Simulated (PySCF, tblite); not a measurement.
# C8H8O2: geometry, infrared bands and NMR shifts

Wanted: the infrared bands and NMR shifts of C8H8O2 (`C/C=C/C=C/C#CC(=O)O`), by calculation.

The runs use tblite 0.8.0 and PySCF 2.14.0, with density-fitted response routines of our own; the level of theory stands in each step. All values are computed, except where a source is named. Atoms count from 0, in the outputs and in this text.

## 1. Starting geometry

18 atoms, charge 0, multiplicity 1; geometry from: force field or distance geometry start.

Bonds of the start (Å): C0–C1 1.48, C1–C2 1.36, C2–C3 1.44, C3–C4 1.35, C4–C5 1.42, C5–C6 1.21, C6–C7 1.44, C7–O8 1.22, C7–O9 1.34, C0–H10 1.10, C0–H11 1.10, C0–H12 1.09, C1–H13 1.08, C2–H14 1.09, C3–H15 1.07, C4–H16 1.08, O9–H17 0.98.

## 2. Geometry optimisation with GFN2-xTB

Job settings and geometry (Å):

```
{"job": {"kind": "relax", "xc": "GFN2-xTB", "basis": "xTB"}, "charge": 0, "multiplicity": 1}
C     -4.105500     0.135500    -0.545400
C     -2.637300     0.158200    -0.748200
C     -1.739100    -0.024900     0.258300
C     -0.319300     0.005100     0.035000
C      0.566700    -0.178600     1.041100
C      1.962100    -0.152300     0.783300
C      3.151200    -0.127900     0.576500
C      4.569400    -0.101600     0.339300
O      5.406100    -0.263800     1.207900
O      4.889900     0.102500    -0.947500
H     -4.543900     1.093300    -0.862300
H     -4.397800    -0.035100     0.501600
H     -4.565900    -0.653900    -1.141200
H     -2.283800     0.318100    -1.759800
H     -2.107500    -0.177200     1.272300
H      0.031100     0.163500    -0.961100
H      0.243800    -0.339700     2.059700
H      5.871100     0.085200    -0.941000
```

Run with:

```
OMP_NUM_THREADS=1 python probes_run.py task.json out
```

This one command runs all jobs of the session in turn.

**Question.** This job is followed by: GFN2-xTB harmonic vibrations, gas phase; GIAO PBE0/pcSseg-1 NMR shielding, non-relativistic, gas phase. Predict these results of the whole session: strongest single infrared mode (GFN2-xTB); zero-point energy (GFN2-xTB); ¹³C shifts against TMS (PBE0/pcSseg-1); ¹H shifts against TMS (PBE0/pcSseg-1, means over atoms taken as alike); ¹⁷O shifts against H2O (PBE0/pcSseg-1); surface potential, 1st and 99th percentile.

**Answer**, as computed:

```
                                                              quantity                                                    value
                             strongest single infrared mode (GFN2-xTB)                                    1749 cm⁻¹, 722 km/mol
                                          zero-point energy (GFN2-xTB)                                            84.0 kcal/mol
                                ¹³C shifts against TMS (PBE0/pcSseg-1)  160.5, 158.8, 149.5, 138.4, 112.3, 95.5, 92.3, 23.4 ppm
¹H shifts against TMS (PBE0/pcSseg-1, means over atoms taken as alike)                   7.19, 6.52, 6.38, 6.15, 5.78, 2.10 ppm
                                ¹⁷O shifts against H2O (PBE0/pcSseg-1)                                         454.4, 215.9 ppm
                                 surface potential, 1st and 99th percentile                                       -1.77 V and 2.09 V
```

The optimisation took 18 steps and gained 0.084 eV; among the close pairs (by a distance rule), C1–C2 changed most, from 1.361 to 1.337 Å. No mode is imaginary among the 48: a minimum at this level. The strongest single mode, at 1749 cm⁻¹, moves mainly C7 and O8. Unscaled tight-binding wavenumbers are off by several per cent, some by more. Its intensities can rank the bands wrongly. At PBE0/pcSseg-1: Shielding is most anisotropic at O8 (span 623 ppm, paramagnetic term -518 ppm). At PBE0/pcSseg-1, counted by nearest atom on the grid, the HOMO lies on C1, C4, C6 about 18 % each; C2, C3 about 11 % each, the LUMO on C1, C3 about 17 % each; C4, C5, C6 about 11 % each.
